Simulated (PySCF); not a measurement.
# C5H15NSi (SiHMe2(NHiPr)): the cost of one run

The runs use PySCF 2.14.0, with density-fitted response routines of our own; the level of theory stands in each step. All values are computed, except where a source is named. Atoms are numbered from 0 throughout.

### Step 1. The starting structure

22 atoms, charge 0, multiplicity 1; geometry from: GFN2-xTB. The atoms were then displaced at random by about 0.03 Å, so the start is not that level's minimum.

Bonds of the start (Å): Si0–H1 1.45, Si0–C2 1.81, Si0–C6 1.99, Si0–N10 1.71, C2–H3 1.07, C2–H4 1.12, C2–H5 1.13, C6–H7 1.06, C6–H8 1.04, C6–H9 1.08, N10–C11 1.42, N10–H14 1.03, C11–C12 1.61, C11–C13 1.48, C11–H15 1.07, C12–H16 1.13, C12–H17 1.09, C12–H18 0.99, C13–H19 1.08, C13–H20 1.07, C13–H21 1.19.

### Step 2. Relaxing the molecule at PBE0-D3(BJ)/def2-SVP

Job settings and geometry (Å):

```
{"job": {"xc": "PBE0", "basis": "def2-SVP", "d3": "d3bj", "grid": 1, "maxiter": 40, "shake": 0.03, "kind": "geom"}, "charge": 0, "multiplicity": 1}
Si     0.736510     0.859100    -0.124850
H      0.772450     0.905460     1.321120
C      2.346750     0.990700    -0.947780
H      2.454350     0.959280    -2.016350
H      3.016410     0.148390    -0.623090
H      2.909270     1.931110    -0.665620
C     -0.254800     2.497020    -0.651120
H     -1.232790     2.544040    -0.233690
H     -0.401870     2.573290    -1.673440
H      0.224820     3.396770    -0.306800
N     -0.134750    -0.506930    -0.678890
C     -0.782670    -1.495410     0.106630
C     -2.146020    -0.909830     0.724810
C      0.090920    -2.090370     1.146810
H     -0.545750    -0.439980    -1.616240
H     -1.101480    -2.259170    -0.579120
H     -1.780900    -0.127880     1.453880
H     -2.622070    -1.709380     1.299550
H     -2.731020    -0.533720     0.013370
H      0.314460    -1.341820     1.898000
H     -0.378110    -2.951180     1.577610
H      1.082270    -2.484510     0.618200
```

Started as:

```bash
$ OMP_NUM_THREADS=2 python probes_run.py task.json out
```

One launch serves the whole session: the jobs run in the order shown.

Q: Estimate the wall time and peak memory of this first job on 2 threads of AMD EPYC 7R43, shared host.

About 2.9 min, with a peak of 0.79 GiB.
